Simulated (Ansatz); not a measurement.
**ClF₂H₃SiSn: basis-set convergence**

An exercise on one series of results from a longer session: the logs are not shown, and one member is left open.

Method: one geometry, several basis sets; program: Ansatz 0.2.0, Gaussian basis.

Plan: PBE0-D4/def2-SVP; ωB97M-V/def2-SVP; PBE0-D4/def2-QZVPP; ωB97M-V/def2-QZVPP; the functionals' def2-TZVPP values are taken from earlier runs.

### The relaxed structure

The geometry comes from an earlier relaxation with PBE0-D4 in a triple-zeta def2 set; it is a stationary point, not always the lowest conformer. Sn takes the def2 core potential; no spin-orbit term is included.

SMILES `[F][Sn]([F])([SiH3])[Cl]`, 8 atoms, charge 0, spin multiplicity 1.

Atoms are counted from 1 here; the program's logs count them from 0.

Bond lengths: F1–Sn2 1.907 Å, Sn2–F3 1.907 Å, Sn2–Si4 2.563 Å, Sn2–Cl5 2.304 Å, Si4–H6 1.480 Å, Si4–H7 1.480 Å, Si4–H8 1.480 Å. Angles: F1–Sn2–F3 102.4°, F1–Sn2–Si4 112.7°, F1–Sn2–Cl5 105.1°, F3–Sn2–Si4 112.6°, F3–Sn2–Cl5 105.1°, Si4–Sn2–Cl5 117.5°, Sn2–Si4–H6 106.9°, Sn2–Si4–H7 106.6°, Sn2–Si4–H8 106.6°, H6–Si4–H7 112.2°, H6–Si4–H8 112.2°, H7–Si4–H8 112.0°.

Set-up of the first run:

The input, in.yaml:

```yaml
crystal:
  periodic: [false, false, false]
  atoms:
    - {symbol: F, position_ang: [1.750692, 0.213131, -1.883186]}
    - {symbol: Sn, position_ang: [0.869468, 0.675623, -0.256508]}
    - {symbol: F, position_ang: [2.287654, 0.594992, 1.015845]}
    - {symbol: Si, position_ang: [-1.056254, -0.917713, 0.311280]}
    - {symbol: Cl, position_ang: [0.371186, 2.915471, -0.459239]}
    - {symbol: H, position_ang: [-0.482663, -2.280688, 0.371018]}
    - {symbol: H, position_ang: [-1.594796, -0.480012, 1.618433]}
    - {symbol: H, position_ang: [-2.053088, -0.777804, -0.773642]}
basis:
  gaussian: {orbitals: def2-SVP}
hamiltonian: {xc: pbe0, dispersion: d4}
output: {orbitals: {seedname: orbitals}}
```

Among the steps run: PBE0-D4 in def2-SVP; ωB97M-V in def2-SVP; PBE0-D4 in def2-QZVPP; ωB97M-V in def2-QZVPP.

One of the session's tables, all rows but one given; the rest of the session is left out.

It belongs to the step «Functionals by basis». 

| functional | basis | HOMO (eV) | LUMO (eV) |
| --- | --- | --- | --- |
| PBE0-D4 | def2-SVP | -9.05 | -1.85 |
| PBE0-D4 | def2-TZVPP | -9.16 | -2.02 |
| PBE0-D4 | def2-QZVPP | -9.16 | -2.06 |
| ωB97M-V | def2-SVP | -11.07 | 0.18 |
| ωB97M-V | def2-TZVPP | -11.21 | -0.09 |
| ωB97M-V | def2-QZVPP | ? | ? |

Q: Estimate the row for ωB97M-V, def2-QZVPP from the others.

The run gave: HOMO (eV): -11.22; LUMO (eV): -0.25. In the column «HOMO (eV)» it is the lowest.
